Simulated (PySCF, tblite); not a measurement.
# C₇H₇O₂ radical: geometry, infrared bands and EPR parameters

Aim: predict the infrared bands and EPR parameters of C₇H₇O₂ radical (`[CH2]c1ccc(C(C)=O)o1`).

The runs use tblite 0.8.0 and PySCF 2.14.0, with density-fitted response routines of our own; the level of theory stands in each step. All values are computed, except where a source is named. Atoms are numbered from 0 throughout.

## 1. The molecule as given

16 atoms, charge 0, multiplicity 2; geometry from: force field or distance geometry start.

Bonds of the start (Å): C0–C1 1.48, C1–C2 1.39, C2–C3 1.38, C3–C4 1.37, C4–C5 1.47, C5–C6 1.50, C5–O7 1.26, C4–O8 1.29, O8–C1 1.32, C0–H9 1.12, C0–H10 1.11, C2–H11 1.11, C3–H12 1.09, C6–H13 1.10, C6–H14 1.12, C6–H15 1.13.

## 2. Relaxing the molecule with GFN2-xTB

What the job is given:

```
{"job": {"kind": "relax", "xc": "GFN2-xTB", "basis": "xTB"}, "charge": 0, "multiplicity": 2}
C     -2.825800     1.026500     0.088700
C     -1.657000     0.122800     0.012400
C     -1.647300    -1.269100    -0.066800
C     -0.331500    -1.694100    -0.115200
C      0.404300    -0.538600    -0.025600
C      1.867200    -0.410400    -0.035400
C      2.450500     0.965700     0.051800
O      2.624800    -1.416800    -0.100100
O     -0.387900     0.478400     0.040500
H     -2.748700     1.742700     0.941100
H     -2.836400     1.625600    -0.844400
H     -2.550600    -1.915400    -0.106700
H      0.004600    -2.727000    -0.167100
H      2.888500     1.324200    -0.890300
H      3.152100     1.043200     0.922200
H      1.585600     1.651400     0.283500
```

Run with:

```console
> OMP_NUM_THREADS=1 python probes_run.py task.json out
```

The driver reads the jobs from task.json and runs them one after another.

**Question.** This job is followed by: GFN2-xTB harmonic vibrations, gas phase; UKS B3LYP, pcH-1 on C H O, non-relativistic, mean-field spin-orbit, GIAO. Predict these results of the whole session: strongest single infrared mode (GFN2-xTB); zero-point energy (GFN2-xTB); g(iso) (B3LYP); ⟨S²⟩; largest a(iso) (averaged by class); surface potential, 1st and 99th percentile.

As calculated:

```
                                 quantity                  value
strongest single infrared mode (GFN2-xTB)  1684 cm⁻¹, 458 km/mol
             zero-point energy (GFN2-xTB)          74.5 kcal/mol
                           g(iso) (B3LYP)                2.00365
                                     ⟨S²⟩     0.783 (exact 0.75)
       largest a(iso) (averaged by class)    13C on C0, 44.9 MHz
    surface potential, 1st and 99th percentile     -1.77 V and 1.30 V
```

Relaxing lowered the energy by 1.891 eV in 130 steps; the close pair that moved most is C0–C1, from 1.479 to 1.357 Å. No mode is imaginary among the 42: a minimum at this level. The strongest single mode, at 1684 cm⁻¹, moves mainly C5 and O7. Unscaled tight-binding wavenumbers are off by several per cent, some by more. Its intensities can rank the bands wrongly. The largest share of the spin, 0.59 e, sits on C0. The isotropic g lies 1.3 ppt above the free-electron value.
